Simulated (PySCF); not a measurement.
# CeFS (Ce(S)(F)+): the cost of one run

Program: PySCF 2.14.0. Level of theory: several levels, as the steps say, no spin–orbit coupling. These are calculated values, not measurements.

1 further run of the same task is left out (for a known fault of the program).

**1. The starting structure**

3 atoms, charge 1, spin multiplicity 1.

Bond lengths: Ce1–S2 2.270 Å, Ce1–F3 1.979 Å. Angles: S2–Ce1–F3 102.6°.

As a file:

| atom | x (Å) | y (Å) | z (Å) |
| --- | --- | --- | --- |
| Ce1 | -0.18671 | 0.00000 | -0.52939 |
| S2 | 1.62494 | 0.00000 | 0.83858 |
| F3 | -1.69461 | 0.00000 | 0.75264 |

Formal oxidation states: Ce +4. The 4f shell is empty and lies in the core potential. An earlier session relaxed this geometry at PBE0, Ce lcecp-2-SVP with ECP46, S def2-SVP, F def2-SVP (singlet, point group Cs).

At PBE0 on the finer grid: E = -535.986469 Eh, frontier levels not given, since the 4f levels lie in the core, Mulliken charge on Ce1 +1.44 e, largest force component 0.006 eV/Å. The large-core potential holds the 4f shell empty.

Levels to run: r2SCAN; TPSS; PBE0, TZVP. Hardware: 2 threads of Arm Neoverse V1, shared host.

**2. r2SCAN**

The input, run.py (the lines that set the calculation):

```python
mol = gto.M(atom='''
Ce    -0.18671     0.00000    -0.52939
S      1.62494     0.00000     0.83858
F     -1.69461     0.00000     0.75264''',
    basis={'Ce': 'lcecp-2-SVP', 'S': 'def2-SVP', 'F': 'def2-SVP'},
    ecp={'Ce': 'lcecp-2-SVP'},
    charge=1, spin=0)
mf = dft.RKS(mol, xc='R2SCAN')
mf.grids.atom_grid = (75, 302)  # f atoms: unpruned, at least (60, 302)
mf = mf.density_fit()  # fitting sets: Ce AutoAux, S def2-universal-JKFIT, F def2-universal-JKFIT
mf.conv_tol = 1e-08; mf.max_cycle = 55
mf.kernel(dm0)  # dm0: the density of the relaxed state
```

Command:

```
$ OMP_NUM_THREADS=2 python run.py
```

**Question.** How long does this run take on 2 threads of Arm Neoverse V1, shared host?

About 2.5 s.
